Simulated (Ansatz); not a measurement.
# Pd (fcc type): the cost of one run

Method: DFT PBE, with the methods named in each step, in Ansatz 0.2.0.

## 1. The structure to begin with

Symmetry: Fm-3m, No. 225, cubic system. The conventional cell has a = 3.947 Å, b = 3.947 Å, c = 3.947 Å, α = 90.00°, β = 90.00°, γ = 90.00°. Pd (site symmetry m-3m) is surrounded by 12 Pd at 2.79 Å.

As a file:

```
CELL_PARAMETERS angstrom
0.00000 1.97348 1.97348
1.97348 0.00000 1.97348
1.97348 1.97348 0.00000
ATOMIC_POSITIONS crystal
Pd 0.00000 0.00000 0.00000
```

Whether this phase is the stable one at these pressures isn't tested.

## 2. Cell relaxed at zero pressure, PAW

File input.yaml:

```yaml
crystal:
  lattice:
    - [0.0, 1.9734833199, 1.9734833199]
    - [1.9734833199, 0.0, 1.9734833199]
    - [1.9734833199, 1.9734833199, 0.0]
  atoms:
    - { symbol: Pd, position: [0.0, 0.0, 0.0] }
kpoints:
  mp_grid: { grid: [16, 16, 16] }
scf:
  occupations: { method: fermi_dirac, width: 0.1 }
hamiltonian:
  xc: pbe
  pseudopotentials: { kind: paw }
output:
  forces: true
  stress: true
relax:
  f_tol: 0.005
  max_steps: 40
  cell: {}
```

Started as:

```console
> ansatz run input.yaml --threads 1 --pin off --max-ram 2048MiB --backend cpu --events-out ev --progress --plain --runs-dir out
```

**Question.** How long does this run take on 1 thread of Intel Xeon Platinum 8488C (Sapphire Rapids), shared host, and how much memory does it need?

About 3.5 s, with a peak of 0.35 GiB.
